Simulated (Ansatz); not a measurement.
# GeH7NOSi: the cost of one run

All numbers are computed with Ansatz 0.2.0, driven from Python. Level of theory: Hartree-Fock/cc-pVDZ.

## 1. The structure

Bond lengths: N1–Si2 1.757 Å, Si2–Ge3 2.292 Å, Ge3–O4 1.759 Å, N1–H5 1.062 Å, N1–H6 1.122 Å, Si2–H7 1.473 Å, Si2–H8 1.483 Å, Ge3–H9 1.582 Å, Ge3–H10 1.582 Å, O4–H11 0.960 Å. Angles (14 of 16 angles, heavy atoms first): N1–Si2–Ge3 107.0°, Si2–Ge3–O4 112.5°, N1–Si2–H7 112.1°, N1–Si2–H8 111.7°, Ge3–Si2–H7 108.6°, Ge3–Si2–H8 109.3°, Si2–N1–H5 108.2°, Si2–N1–H6 104.8°, Si2–Ge3–H9 109.1°, Si2–Ge3–H10 109.3°, O4–Ge3–H9 111.9°, O4–Ge3–H10 107.4°, Ge3–O4–H11 105.3°, H7–Si2–H8 108.0°.

The script holds or builds the structure itself.

## 2. The code

geh7nosi.py

```python
from collections import Counter

import ansatz

config = {
    "basis_set": "cc-pVDZ",
    "xc": "hf",
}


def total_energy(molecule, charge=0, unpaired=0):
    calc = (
        molecule.calculation()
        .basis(gaussian=config["basis_set"])
        .functional(config["xc"])
    )
    if charge:
        calc = calc.charge(charge)
    if unpaired:
        calc = calc.spin("collinear", total=unpaired)
    report = calc.run(threads=1).report
    if report["published_state_doubts"]:
        print("  doubts:", report["published_state_doubts"])
    return report["free_energy_ev"]


def main() -> None:
    geometry = (
        ansatz.Crystal.molecule()
        .atom("N", [-1.8885, 0.2057, 0.4241])
        .atom("Si", [-0.2823, 0.917, 0.3846])
        .atom("Ge", [1.2108, -0.8085, 0.1698])
        .atom("O", [0.9892, -1.7077, -1.3255])
        .atom("H", [-2.0839, -0.2272, -0.5257])
        .atom("H", [-2.5894, 1.0814, 0.4417])
        .atom("H", [-0.1086, 1.8333, -0.7558])
        .atom("H", [0.0141, 1.6707, 1.6273])
        .atom("H", [1.1097, -1.7432, 1.4426])
        .atom("H", [2.6828, -0.2294, 0.1604])
        .atom("H", [1.0115, -1.049, -2.0229])
    )

    unpaired = {"N": 3, "Si": 2, "Ge": 2, "O": 2, "H": 1}
    counts = Counter(site.symbol for site in geometry.cartesian_sites)
    atom_energy = {s: total_energy(ansatz.Crystal.molecule().atom(s, (0, 0, 0)), 0, unpaired[s]) for s in counts}
    whole = total_energy(geometry, 0, 0)
    for s, e in atom_energy.items():
        print(f"{s:2s} x{counts[s]}  {e:14.5f} eV")
    print(f"GeH7NOSi: {whole:.5f} eV")
    split = sum(counts[s] * e for s, e in atom_energy.items()) - whole
    print(f"atomisation energy (no zero-point term): {96.485332 * split:.1f} kJ/mol, {split / sum(counts.values()):.3f} eV an atom")


if __name__ == "__main__":
    main()
```

## 3. What the engine is handed

The package turns the script's settings into the engine's input (first run):

```yaml
crystal:
  periodic: [false, false, false]
  atoms:
    - { symbol: "N", position_ang: [0.0, 0.0, 0.0] }
basis:
  gaussian:
    orbitals: cc-pVDZ
hamiltonian:
  xc: hf
magnetization:
  spin_polarized: true
  initial_magnetization: 3.0
```

## 4. The run

On the command line:

```bash
python geh7nosi.py
```

What time and memory should one allow on 1 thread of AMD EPYC, shared host?

About 8.3 s, with a peak of 0.29 GiB.
